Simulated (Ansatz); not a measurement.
# C₂H₉InN₂O: vertical ionisation energy

One table from this session's results is given with a row withheld; the runs are named, their logs left out.

The runs use Ansatz 0.2.0, Gaussian basis; unrestricted cation, the program's frozen cores in correlated methods.

The runs, in order: UKS PBE-D4/def2-TZVPP; UKS r2SCAN-D4/def2-TZVPP; UKS PBE0-D4/def2-TZVPP; UKS B3LYP-D4/def2-TZVPP; UKS wB97X-V/def2-TZVPP; UKS wB97M-V/def2-TZVPP; UKS B2PLYP/def2-TZVPP; UHF-CCSD(T)/def2-TZVPP; UHF-MP2/def2-QZVPP; extrapolation to the limit; then −ε(HOMO) from the neutral's earlier runs with LDA (SPW92), PBE-D4, revPBE-D4, BLYP-D4, r2SCAN-D4, B97M-V, PBE0-D4, B3LYP-D4, r2SCANh-D4, r2SCAN0-D4, HSE06-D4, BHLYP-D4, CAM-B3LYP-D4, LC-ωPBE, ωB97X-V, ωB97M-V.

## The relaxed structure

All runs share one geometry, relaxed beforehand with PBE0-D4 in a triple-zeta def2 set. In takes the def2 core potential; no spin-orbit term is included.

SMILES `C[N](C)[In]([NH2])[OH]`, 15 atoms, charge 0, spin multiplicity 1.

Atoms are counted from 1 here; the program's logs count them from 0.

Bond lengths: C1–N2 1.437 Å, C1–H7 1.101 Å, C1–H8 1.102 Å, C1–H9 1.093 Å, N2–C3 1.438 Å, N2–In4 2.010 Å, C3–H10 1.093 Å, C3–H11 1.101 Å, C3–H12 1.102 Å, In4–N5 2.017 Å, In4–O6 1.988 Å, N5–H13 1.011 Å, N5–H14 1.011 Å, O6–H15 0.959 Å. Angles: N2–C1–H7 111.5°, N2–C1–H8 112.4°, N2–C1–H9 111.3°, H7–C1–H8 106.9°, H7–C1–H9 107.2°, H8–C1–H9 107.3°, C1–N2–C3 113.0°, C1–N2–In4 123.4°, C3–N2–In4 123.1°, N2–C3–H10 111.3°, N2–C3–H11 111.3°, N2–C3–H12 112.4°, H10–C3–H11 107.1°, H10–C3–H12 107.5°, H11–C3–H12 106.9°, N2–In4–N5 124.6°, N2–In4–O6 118.3°, N5–In4–O6 116.5° and more.

Set-up of the first run:

in.yaml

```yaml
crystal:
  periodic: [false, false, false]
  atoms:
    - {symbol: C, position_ang: [-1.609836, 0.173465, 1.058131]}
    - {symbol: N, position_ang: [-0.291053, -0.133492, 0.577795]}
    - {symbol: C, position_ang: [0.371204, -1.142153, 1.359677]}
    - {symbol: In, position_ang: [0.453053, 0.583374, -1.145995]}
    - {symbol: N, position_ang: [2.294727, 0.173224, -1.858159]}
    - {symbol: O, position_ang: [-0.584087, 1.975682, -2.114791]}
    - {symbol: H, position_ang: [-1.584645, 0.546245, 2.094085]}
    - {symbol: H, position_ang: [-2.274330, -0.705693, 1.049660]}
    - {symbol: H, position_ang: [-2.084720, 0.946084, 0.447771]}
    - {symbol: H, position_ang: [1.380374, -1.334967, 0.986824]}
    - {symbol: H, position_ang: [0.468275, -0.833593, 2.412333]}
    - {symbol: H, position_ang: [-0.172831, -2.100724, 1.356239]}
    - {symbol: H, position_ang: [2.616871, -0.774145, -1.716725]}
    - {symbol: H, position_ang: [2.416841, 0.407370, -2.834159]}
    - {symbol: H, position_ang: [-1.399851, 2.219333, -1.672695]}
basis:
  gaussian: {orbitals: def2-TZVPP}
total_charge: 1
magnetization: {spin_polarized: true, initial_magnetization: 1}
hamiltonian: {xc: pbe, dispersion: d4}
```

Launch:

```
> ansatz run in.yaml --threads 2 --pin off --events-out ev --progress --plain --max-ram 32768MiB --backend cuda --devices 0, --max-vram 18GiB
```

Among the steps run: Cation, UKS PBE-D4/def2-TZVPP; Cation, UKS r2SCAN-D4/def2-TZVPP; Cation, UKS PBE0-D4/def2-TZVPP; Cation, UKS B3LYP-D4/def2-TZVPP; Cation, UKS wB97X-V/def2-TZVPP; Cation, UKS wB97M-V/def2-TZVPP; Cation, UKS B2PLYP (frozen core)/def2-TZVPP; Cation, UHF-CCSD(T)/def2-TZVPP; Cation, UHF-MP2/def2-QZVPP.

One of the session's tables, all rows but one given; the rest of the session is left out.

Orbital estimates, from the neutral's runs:

| functional | −ε(HOMO) (eV) |
| --- | --- |
| LDA (SPW92) | 4.90 |
| PBE-D4 | 4.75 |
| revPBE-D4 | 4.68 |
| BLYP-D4 | 4.66 |
| r2SCAN-D4 | ? |
| B97M-V | 5.08 |
| PBE0-D4 | 6.02 |
| B3LYP-D4 | 5.83 |
| r2SCANh-D4 | 5.45 |
| r2SCAN0-D4 | 6.19 |
| HSE06-D4 | 5.62 |
| BHLYP-D4 | 7.26 |
| CAM-B3LYP-D4 | 7.41 |
| LC-ωPBE | 8.72 |
| ωB97X-V | 8.39 |
| ωB97M-V | 8.32 |

Q: Estimate the row for r2SCAN-D4 from the others.

Worked estimate for «−ε(HOMO) (eV)». Against the share of exact exchange, r2SCANh-D4 (0.1, 5.45), r2SCAN0-D4 (0.25, 6.19) give a slope of 4.93 per unit share; at 0 the line stands at 4.96.

**Answer.** −ε(HOMO) (eV): 4.97. In «−ε(HOMO) (eV)» the line misses by -0.01.
